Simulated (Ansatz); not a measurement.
**Sr (Strontium-III): how the settings move a single-point run**

Question: which choices in the input matter for Sr (Strontium-III)?

Method: reference: DFT, LDA, all-electron LAPW, scalar-relativistic, in Ansatz 0.2.0.

2 further runs of the same task are left out: 2 that didn't finish.

## 1. The structure to begin with

The structure is monoclinic, space group C2/m (No. 12). Conventional cell: a = 6.394 Å, b = 5.720 Å, c = 3.050 Å, α = 90.00°, β = 118.49°, γ = 90.00°. Sr (site symmetry m) has 1 Sr at 2.39 Å as nearest neighbours.

As a file:

```
CELL_PARAMETERS angstrom
-2.81000 2.86000 1.52500
2.81000 -2.86000 1.52500
2.81000 2.86000 -1.52500
ATOMIC_POSITIONS crystal
Sr 0.39750 0.10250 0.20500
Sr 0.60250 0.89750 0.79500
```

## 2. Baseline

Contents of input.yaml:

```yaml
crystal:
  lattice:
    - [-2.81, 2.86, 1.525]
    - [2.81, -2.86, 1.525]
    - [2.81, 2.86, -1.525]
  atoms:
    - { symbol: Sr, position: [0.3975, 0.1025, 0.205] }
    - { symbol: Sr, position: [0.6025, 0.8975, 0.795] }
kpoints:
  mp_grid: { grid: [11, 11, 11] }
scf:
  occupations: { method: fermi_dirac, width: 0.05 }
hamiltonian:
  xc: lda
  pseudopotentials: { kind: all_electron, lapw: { basis_error: 0.001 } }
output:
  forces: true
  stress: true
  eigenvalues: true
  populations: true
```

The run is started by

```bash
$ ansatz run input.yaml --threads 1 --pin off --max-ram 2048MiB --backend cpu --events-out ev --progress --plain --runs-dir out
```

## 3. Changed: occupations.method gaussian, occupations.width 0.2

input.yaml, as its differences from that of step 2:

```diff
@@ -11,3 +11,3 @@
 scf:
-  occupations: { method: fermi_dirac, width: 0.05 }
+  occupations: { method: gaussian, width: 0.2 }
 hamiltonian:
```

**Question.** What will these runs give? Wanted: for each run, ending; energy change; pressure; gap; force.

**Answer**, as computed:

| run | ending | energy change | pressure (GPa) | gap (eV) | force (eV/Å) | cycles | time |
| --- | --- | --- | --- | --- | --- | --- | --- |
| reference | converged | 0 | 26.3 | 0.00 | 4.86 | 8 | 32 s |
| 1: occupations.method gaussian, occupations.width 0.2 | converged | +0.4 meV/atom (σ→0) | 26.3 | 0.00 | 4.86 | 8 | 32 s |

Residual by cycle in the longest SCF loop of each run; runs are numbered as in the table. The quantity is the density residual dr2, in eV.

| cycle | reference | run 1 |
| --- | --- | --- |
| 1 | 0.421 | 0.423 |
| 2 | 0.184 | 0.185 |
| 3 | 0.0345 | 0.0346 |
| 4 | 0.00179 | 0.00181 |
| 5 | 1.4e-4 | 1.4e-4 |
| 6 | 2.0e-5 | 2.0e-5 |
| 7 | 1.7e-6 | 1.7e-6 |
| 8 | 9.0e-8 | 9.1e-8 |

**Reading.** Changing the smearing hardly moves the energy: +0.4 meV/atom. The structure is not at rest: the sound run finds 26 GPa, so these are no properties of the relaxed crystal. 
